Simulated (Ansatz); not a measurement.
# Cl2FGeO: the cost of one run

The runs use Ansatz 0.2.0, Gaussian basis; one geometry, several basis sets.

Levels to be run: PBE0-D4/def2-SVP; ωB97M-V/def2-SVP; PBE0-D4/def2-QZVPP; ωB97M-V/def2-QZVPP; the functionals' def2-TZVPP values are taken from earlier runs.

**1. Structure used throughout**

An earlier PBE0-D4 in a triple-zeta def2 set relaxation fixed the geometry.

SMILES `[O][Ge]([F])([Cl])[Cl]`, 5 atoms, charge 0, spin multiplicity 2.

Atoms are counted from 1 here; the program's logs count them from 0.

Bond lengths: O1–Ge2 1.774 Å, Ge2–F3 1.711 Å, Ge2–Cl4 2.103 Å, Ge2–Cl5 2.103 Å. Angles: O1–Ge2–F3 110.7°, O1–Ge2–Cl4 108.1°, O1–Ge2–Cl5 108.1°, F3–Ge2–Cl4 107.7°, F3–Ge2–Cl5 107.7°, Cl4–Ge2–Cl5 114.7°.

**2. PBE0-D4 in def2-SVP**

in.yaml

```yaml
crystal:
  periodic: [false, false, false]
  atoms:
    - {symbol: O, position_ang: [1.076296, -1.300424, 0.666423]}
    - {symbol: Ge, position_ang: [0.006550, -0.028032, 0.047925]}
    - {symbol: F, position_ang: [-0.974929, 0.598141, 1.301581]}
    - {symbol: Cl, position_ang: [-1.265266, -0.886537, -1.389943]}
    - {symbol: Cl, position_ang: [1.207250, 1.543151, -0.667385]}
basis:
  gaussian: {orbitals: def2-SVP}
magnetization: {spin_polarized: true, initial_magnetization: 1}
hamiltonian: {xc: pbe0, dispersion: d4}
output: {orbitals: {seedname: orbitals}}
```

Run with:

```bash
$ ansatz run in.yaml --threads 4 --pin off --events-out ev --progress --plain --max-ram 10444MiB
```

What time and memory should one allow on 4 threads of Arm Neoverse V1, shared host?

About 5.5 s, with a peak of 0.39 GiB.
